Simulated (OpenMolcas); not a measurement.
**Hf²⁺ among point charges: CASSCF levels and susceptibility**

How does a field of 5 point charges split the states of Hf²⁺, and what χT follows?

The numbers are computed with OpenMolcas 26.06 (state-averaged CASSCF, spin-orbit coupling by RASSI with atomic mean-field integrals), except any that are marked as measured or tabulated.

1 further run of the same task is left out (it didn't finish).

### Step 1. Starting point

| Item | Value |
| --- | --- |
| Species | Hf²⁺ (hafnium, Z = 72, 70 electrons) |
| Basis | ANO-RCC-VDZP [7s6p4d2f1g], 68 functions |
| Scalar Hamiltonian | DKH2, point nucleus |
| Inactive shells | 1s 2s 2p 3s 3p 3d 4s 4p 4d 4f 5s 5p |
| Active space | 2 electrons in 5 orbitals (5d) |
| Some configurations of this space | 5d² |
| Orbitals | optimised for each spin and parity, averaged over all roots |

The outer shells:

5d2
```
5d [↑ ][↑ ][  ][  ][  ]
```

The ion sits among 5 point charges of -2 e arranged as a square pyramid (C4v), 2.04 Å from the ion, with the axial distance 2.224 Å. The active orbitals were held to one l.

Each step is its own input file, run in one work folder so that later steps find the files of earlier ones. Labels, J, g values, rates, χT and fits are worked out afterwards by a script from the matrices that RASSI stores.

### Step 2. Basis and integrals

The input, a.inp:

```
&GATEWAY
Coord
1

Hf 0.0 0.0 0.0
Basis=ANO-RCC-VDZP
Group=NoSym
NoMove
AngMom=0.0 0.0 0.0
AMFI
XField
5 Angstrom 0
2.040000 0.000000 0.000000 -2.000000
0.000000 2.040000 0.000000 -2.000000
-2.040000 0.000000 0.000000 -2.000000
0.000000 -2.040000 0.000000 -2.000000
0.000000 0.000000 2.223600 -2.000000
&SEWARD
```

The run is started by

```console
> OMP_NUM_THREADS=1 MOLCAS_MEM=1689 MOLCAS_PROJECT=a pymolcas a.inp > a.log
```

Log:

```text
Basis set label: HF.ANO-RCC...7S6P4D2F1G.

      Electronic valence basis set:
      ------------------
      Associated Effective Charge  72.000000 au
      Associated Actual Charge     72.000000 au
      Nuclear Model: Point charge

      Shell  nPrim  nBasis  Cartesian Spherical Contaminant
         s      24       7        X
         p      21       6        X
         d      15       4                 X
         f      11       2                 X
         g       4       1                 X
                  Relativistic Douglas-Kroll-Hess integrals:
                    - DKH order of Hamiltonian: 2
                    - DKH order of Properties : 0
                  Atomic mean-field integrals
```

### Step 3. CASSCF: triplets, 10 roots

The input, a.inp:

```
&RASSCF
FileOrb=start.orb
Symmetry=1
Spin=3
nActEl=2 0 0
Inactive=34
Ras2=5
CIRoot=10 10 1
SDav=10
CIMx=300
Iter=120 100
PrWF=0.3
OrbListing=Nothing
MaxOrb=0
SupSym
1
20 10 11 12 13 14 19 20 21 22 23 35 36 37 38 39 48 49 50 51 52
>>> COPY $Project.JobIph JOB001
```

start.orb holds the contracted functions of the basis, ordered by shell, or the orbitals of the step before.

Log, cut to the lines that bear on the results:

```text
[...]
      Number of active orbitals                  5
[...]
      Spin quantum number                      1.0
[...]
      Active orbitals                            5
[...]
      Number of CSFs                            10
      Number of root(s) required                10
[...]
      Convergence after  8 iterations
[...]
      Natural orbitals and occupation numbers for root  1
      sym 1:  -0.000000   0.998177   0.001823   0.998177   0.001823
      Natural orbitals and occupation numbers for root  2
      sym 1:   0.949922   0.050078   0.050078   0.949922   0.000000
      Natural orbitals and occupation numbers for root  3
      sym 1:   0.949922   0.949922  -0.000000   0.050078   0.050078
::    RASSCF root number  1 Total energy: -15068.64349565
::    RASSCF root number  2 Total energy: -15068.57809978
::    RASSCF root number  3 Total energy: -15068.57809978
[...]
::    RASSCF root number  7 Total energy: -15068.41424536
::    RASSCF root number  8 Total energy: -15068.41424536
::    RASSCF root number  9 Total energy: -15068.32832957
::    RASSCF root number 10 Total energy: -15068.32248177
```

### Step 4. Reference wave functions, singlets, 15 roots

The input, a.inp:

```
&RASSCF
FileOrb=start.orb
Symmetry=1
Spin=1
nActEl=2 0 0
Inactive=34
Ras2=5
CIRoot=15 15 1
SDav=15
CIMx=300
Iter=120 100
PrWF=0.3
OrbListing=Nothing
MaxOrb=0
SupSym
1
20 10 11 12 13 14 19 20 21 22 23 35 36 37 38 39 48 49 50 51 52
>>> COPY $Project.JobIph JOB002
```

Log, cut to the lines that bear on the results:

```text
[...]
      Number of active orbitals                  5
[...]
      Spin quantum number                      0.0
[...]
      Active orbitals                            5
[...]
      Number of CSFs                            15
      Number of root(s) required                15
[...]
      Convergence after  8 iterations
[...]
      Natural orbitals and occupation numbers for root  1
      sym 1:   0.002504   0.002504  -0.000000   0.997496   0.997496
      Natural orbitals and occupation numbers for root  2
      sym 1:   0.000608  -0.000000   0.000608   0.999392   0.999392
      Natural orbitals and occupation numbers for root  3
      sym 1:   0.009292   0.047334   0.003430   0.969972   0.969972
::    RASSCF root number  1 Total energy: -15068.61260590
::    RASSCF root number  2 Total energy: -15068.61240862
::    RASSCF root number  3 Total energy: -15068.58714664
[...]
::    RASSCF root number 12 Total energy: -15068.38294740
::    RASSCF root number 13 Total energy: -15068.30434224
::    RASSCF root number 14 Total energy: -15068.28726159
::    RASSCF root number 15 Total energy: -15068.11292439
```

### Step 5. State interaction with spin-orbit coupling

The input, a.inp:

```
&RASSI
NrOfJobIphs=2 10 15
1 2 3 4 5 6 7 8 9 10
1 2 3 4 5 6 7 8 9 10 11 12 13 14 15
IphNames
JOB001
JOB002
EJob
SpinOrbit
DIPRint=1.0
SOCoupling=1000.0
Subsets=2
Property=9
'ANGMOM' 1 'ANGMOM' 2 'ANGMOM' 3 'MLTPL  1' 1 'MLTPL  1' 2 'MLTPL  1' 3
'AMFI' 1 'AMFI' 2 'AMFI' 3
SOProperty=3
'ANGMOM' 1 'ANGMOM' 2 'ANGMOM' 3
```

Log, cut to the lines that bear on the results:

```text
SPIN-FREE ENERGIES:
  (Shifted by EMIN (a.u.) =     -15068.6434956477)
 SF State       Relative EMIN(au)   Rel lowest level(eV)    D:o, cm**(-1)      L_eff
     1             0.0000000000        0.0000000000              0.0000         2.7
    11             0.0308897445        0.8405527681           6779.5153         3.1
    12             0.0310870291        0.8459211563           6822.8143         3.2
    13             0.0563490105        1.5333346881          12367.1783         3.0
     2             0.0653958726        1.7795123490          14352.7350         2.9
     3             0.0653958726        1.7795123490          14352.7350         2.9
    14             0.0993933627        2.7046311824          21814.3216         3.0
    15             0.0993933627        2.7046311824          21814.3216         3.0
     5             0.1046154489        2.8467313885          22960.4371         1.8
     4             0.1046154489        2.8467313885          22960.4371         1.8
[...]
Eigenvalues of complex Hamiltonian:
   -----------------------------------
  (Shifted by EMIN (a.u.) =     -15068.6434956477)
 SO State       Relative EMIN(au)   Rel lowest level(eV)    D:o, cm**(-1)     J-value
     1            -0.0010826601        0.0000000000              0.0000         2.8
     2            -0.0006365635        0.0121389084             97.9069         2.8
     3            -0.0006365635        0.0121389084             97.9069         2.8
     4             0.0299123337        0.8434167492           6802.6148         2.6
     5             0.0299526310        0.8445132949           6811.4591         2.5
     6             0.0558354419        1.5488204590          12492.0795         2.9
     7             0.0630562098        1.7453075640          14076.8548         2.3
     8             0.0633325033        1.7528258926          14137.4943         2.1
     9             0.0649257255        1.7961796779          14487.1661         2.5
    10             0.0649257255        1.7961796779          14487.1661         2.5
    11             0.0668692663        1.8490661154          14913.7240         2.4
[...]
```

These steps: 5.9 s of run time, 1 thread of Arm Neoverse V2, shared host.

States without spin-orbit coupling:

| state | degeneracy | E (cm-1) | free-ion L (%) |
| --- | --- | --- | --- |
| triplet | 1 | 0 | F (84) |
| singlet | 1 | 6780 | G (52) |
| singlet | 1 | 6823 | G (56) |
| singlet | 1 | 12367 | G (55) |
| triplet | 2 | 14353 | F (96) |
| singlet | 2 | 21814 | D (54) |
| triplet | 2 | 22960 | P (67) |
| singlet | 2 | 27545 | G (92) |
| triplet | 1 | 33100 | F (100) |
| singlet | 1 | 39640 | G (50) |
| singlet | 1 | 41385 | D (52) |
| triplet | 2 | 50315 | F (71) |
| singlet | 1 | 52297 | G (48) |
| singlet | 2 | 57184 | G (61) |
| triplet | 1 | 69171 | F (100) |
| triplet | 1 | 70454 | P (84) |
| singlet | 1 | 74436 | G (100) |
| singlet | 1 | 78184 | D (56) |
| singlet | 1 | 116447 | G (47) |

With spin-orbit coupling:

```
E (cm-1)  Degeneracy  2S+1               g
     0.0           1     3                
    97.9           2     3  0.00 0.00 3.99
    6803           1     1                
    6811           1     1                
   12492           1     1                
   14077           1     3                
   14137           1     3                
   14487           2     3  0.00 0.00 1.74
   14914           1     3                
   14964           1     3                
   21913           2     1  0.00 0.00 1.57
   22952           1     3                
   23018           1     3                
   23171           2     3  0.00 0.00 1.32
   23512           1     3                
   23556           1     3                
   27820           2     1  0.00 0.00 1.85
   33425           1     3                
   33458           2     3  0.00 0.00 3.64
   39810           1     1                
   41637           1     1                
   50261           1     3                
   50287           1     3                
   50551           2     3  0.00 0.00 1.62
```

Principal g values are given for doublets only; a zero marks a field direction without first-order Zeeman splitting.

Powder χT (cm³ K/mol): 0.02 at 2 K, 0.05 at 5 K, 0.10 at 10 K, 0.21 at 20 K, 0.49 at 50 K, 0.69 at 100 K, 0.75 at 150 K, 0.78 at 200 K, 0.80 at 250 K, 0.81 at 300 K.

### Step 6. What came out

| quantity | value |
| --- | --- |
| method | CASSCF |
| spin-free ground state | triplet, 1-fold in its orbital part |
| first state of the same spin within the active space | triplet at 14400 cm⁻¹ |
| lowest level | 1-fold |
| next level | 97.9 cm⁻¹ |
| χT at 300 K | 0.81 cm³ K/mol |
| effective moment at 300 K | 2.55 μB |

The spin-free ground state (triplet) comes to 84 % from free-ion F terms and keeps the highest spin of the shell. χT at 300 K is 0.81, against 1.00 cm³ K/mol for the spin alone, so spin-orbit coupling lowers it. The field of point charges can differ much from that of real complexes. This is an electrostatic model: the charges have no orbitals.
